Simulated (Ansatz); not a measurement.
# CH7ClOSiSn: ionisation energy by level of theory

An exercise on one series of results from a longer session: the logs are not shown, and one member is left open.

Computed with Ansatz 0.2.0, Gaussian basis. Level: unrestricted cation, the program's frozen cores in correlated methods.

Plan: UKS PBE-D4/def2-TZVPP; UKS r2SCAN-D4/def2-TZVPP; UKS PBE0-D4/def2-TZVPP; UKS B3LYP-D4/def2-TZVPP; UKS wB97X-V/def2-TZVPP; UKS wB97M-V/def2-TZVPP; UKS B2PLYP/def2-TZVPP; UHF-CCSD(T)/def2-TZVPP; UHF-MP2/def2-QZVPP; extrapolation to the limit; then −ε(HOMO) from the neutral's earlier runs with LDA (SPW92), PBE-D4, revPBE-D4, BLYP-D4, r2SCAN-D4, B97M-V, PBE0-D4, B3LYP-D4, r2SCANh-D4, r2SCAN0-D4, HSE06-D4, BHLYP-D4, CAM-B3LYP-D4, LC-ωPBE, ωB97X-V, ωB97M-V.

## The geometry

The geometry comes from an earlier relaxation with PBE0-D4 in a triple-zeta def2 set; it is a stationary point, not always the lowest conformer. Sn takes the def2 core potential; no spin-orbit term is included.

SMILES `[CH3][SnH]([Cl])[O][SiH3]`, 12 atoms, charge 0, spin multiplicity 1.

Atoms are counted from 1 here; the program's logs count them from 0.

Bond lengths: C1–Sn2 2.114 Å, C1–H6 1.089 Å, C1–H7 1.090 Å, C1–H8 1.089 Å, Sn2–Cl3 2.332 Å, Sn2–O4 1.951 Å, Sn2–H9 1.701 Å, O4–Si5 1.634 Å, Si5–H10 1.488 Å, Si5–H11 1.487 Å, Si5–H12 1.491 Å. Angles: Sn2–C1–H6 110.0°, Sn2–C1–H7 109.4°, Sn2–C1–H8 108.1°, H6–C1–H7 109.9°, H6–C1–H8 109.7°, H7–C1–H8 109.7°, C1–Sn2–Cl3 108.9°, C1–Sn2–O4 106.1°, C1–Sn2–H9 121.0°, Cl3–Sn2–O4 105.1°, Cl3–Sn2–H9 107.1°, O4–Sn2–H9 107.5°, Sn2–O4–Si5 136.2°, O4–Si5–H10 111.4°, O4–Si5–H11 108.2°, O4–Si5–H12 111.3°, H10–Si5–H11 108.9°, H10–Si5–H12 108.2° and more.

The first run:

Input file in.yaml:

```yaml
crystal:
  periodic: [false, false, false]
  atoms:
    - {symbol: C, position_ang: [-2.047317, 1.246055, -0.329900]}
    - {symbol: Sn, position_ang: [-0.078602, 0.659019, -0.826381]}
    - {symbol: Cl, position_ang: [1.421924, 2.190478, 0.091917]}
    - {symbol: O, position_ang: [0.247652, -1.009339, 0.130435]}
    - {symbol: Si, position_ang: [1.525114, -1.720081, 0.860815]}
    - {symbol: H, position_ang: [-2.282905, 2.198472, -0.803286]}
    - {symbol: H, position_ang: [-2.748823, 0.482372, -0.665173]}
    - {symbol: H, position_ang: [-2.106975, 1.349242, 0.752844]}
    - {symbol: H, position_ang: [0.381640, 0.419385, -2.446561]}
    - {symbol: H, position_ang: [1.789544, -1.118679, 2.195825]}
    - {symbol: H, position_ang: [1.215110, -3.163341, 1.036040]}
    - {symbol: H, position_ang: [2.760637, -1.588884, 0.037423]}
basis:
  gaussian: {orbitals: def2-TZVPP}
total_charge: 1
magnetization: {spin_polarized: true, initial_magnetization: 1}
hamiltonian: {xc: pbe, dispersion: d4}
```

Run with:

```
$ ansatz run in.yaml --threads 2 --pin off --events-out ev --progress --plain --max-ram 32768MiB --backend cuda --devices 0, --max-vram 18GiB
```

Among the steps run: Cation, UKS PBE-D4/def2-TZVPP; Cation, UKS r2SCAN-D4/def2-TZVPP; Cation, UKS PBE0-D4/def2-TZVPP; Cation, UKS B3LYP-D4/def2-TZVPP; Cation, UKS wB97X-V/def2-TZVPP; Cation, UKS wB97M-V/def2-TZVPP; Cation, UKS B2PLYP (frozen core)/def2-TZVPP; Cation, UHF-CCSD(T)/def2-TZVPP; Cation, UHF-MP2/def2-QZVPP.

One of the session's tables, all rows but one given; the rest of the session is left out.

For comparison, −ε(HOMO) of the neutral from earlier runs:

```
  functional  −ε(HOMO) (eV)
 LDA (SPW92)           6.99
      PBE-D4           6.91
   revPBE-D4           6.87
     BLYP-D4           6.81
   r2SCAN-D4           7.26
      B97M-V           7.39
     PBE0-D4           8.32
    B3LYP-D4           8.10
  r2SCANh-D4           7.78
  r2SCAN0-D4           8.55
    HSE06-D4           7.92
    BHLYP-D4           9.63
CAM-B3LYP-D4              ?
     LC-ωPBE          11.06
     ωB97X-V          10.72
     ωB97M-V          10.58
```

Q: Estimate the row for CAM-B3LYP-D4 from the others.

**Answer.** −ε(HOMO) (eV): 9.71. In the column «−ε(HOMO) (eV)» it lies between BHLYP-D4 (9.63) and ωB97M-V (10.58).
